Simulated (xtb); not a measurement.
# CH6GaGe (SMILES [CH3][Ga][GeH3]): GFN2-xTB

Wanted: a geometry optimisation of CH6GaGe. 

The calculation is run with xtb 6.7.1.

5 further runs of the same task are left out: 1 that didn't finish, 4 set aside as unsound or not needed.

## Step 1: The molecule

The species is CH6GaGe (9 atoms), meant as a doublet with charge 0. SMILES: `[CH3][Ga][GeH3]`. The shape was relaxed beforehand at GFN2-xTB. The run starts from this shape.

Bond lengths: C1–Ga2 2.170 Å, Ga2–Ge3 2.644 Å, C1–H4 1.093 Å, C1–H5 1.093 Å, C1–H6 1.094 Å, Ge3–H7 1.555 Å, Ge3–H8 1.563 Å, Ge3–H9 1.565 Å. Some angles: C1–Ga2–Ge3 123.8°, Ga2–C1–H4 109.2°, Ga2–C1–H5 110.7°, Ga2–C1–H6 109.9°, Ga2–Ge3–H7 172.9°, Ga2–Ge3–H8 86.2°, Ga2–Ge3–H9 87.6°, H4–C1–H5 109.1°, H4–C1–H6 108.9°, H5–C1–H6 109.1°.

## Step 2: A geometry optimisation at GFN2-xTB

File in.coord:

```
$coord angs
    -1.2324300     1.2647900    -1.0291800  C
     0.7763300     1.0543800    -0.2347500  Ga
     1.6616700    -1.1280000     0.9670000  Ge
    -1.6486400     0.2730800    -1.2218800  H
    -1.2205000     1.8353000    -1.9613000  H
    -1.8678000     1.7800700    -0.3034100  H
     2.3566700    -2.3582600     1.6156900  H
     0.6562000    -1.9091700     0.0599900  H
     0.6069000    -0.8584900     2.0907400  H
$end
```

Launch:

```console
xtb in.coord --chrg 0 --uhf 1 --gfn 2 --opt tight --pop --json --parallel 1 > in.out
```

Q: Predict the results. Wanted: total energy at the end; dipole moment; HOMO energy; LUMO energy; dispersion energy; mean polarisability.

Computed results:

At GFN2-xTB:

| quantity | value |
| --- | --- |
| total energy at the end | -8.25870 Eh |
| dipole moment | 3.58 D |
| HOMO energy (partly filled) | -8.75 eV |
| LUMO energy | -5.15 eV |
| dispersion energy | -11.43 kJ/mol |
| mean polarisability (D4 model) | 81.9 bohr³ |

What this shows: At the final geometry: Bond lengths: C1–Ga2 2.170 Å, Ga2–Ge3 2.644 Å, C1–H4 1.093 Å, C1–H5 1.093 Å, C1–H6 1.094 Å, Ge3–H7 1.555 Å, Ge3–H8 1.563 Å, Ge3–H9 1.565 Å. Some angles: C1–Ga2–Ge3 123.8°, Ga2–C1–H4 109.2°, Ga2–C1–H5 110.7°, Ga2–C1–H6 109.9°, Ga2–Ge3–H7 172.9°, Ga2–Ge3–H8 86.2°, Ga2–Ge3–H9 87.6°, H4–C1–H5 109.1°, H4–C1–H6 108.9°, H5–C1–H6 109.1°.
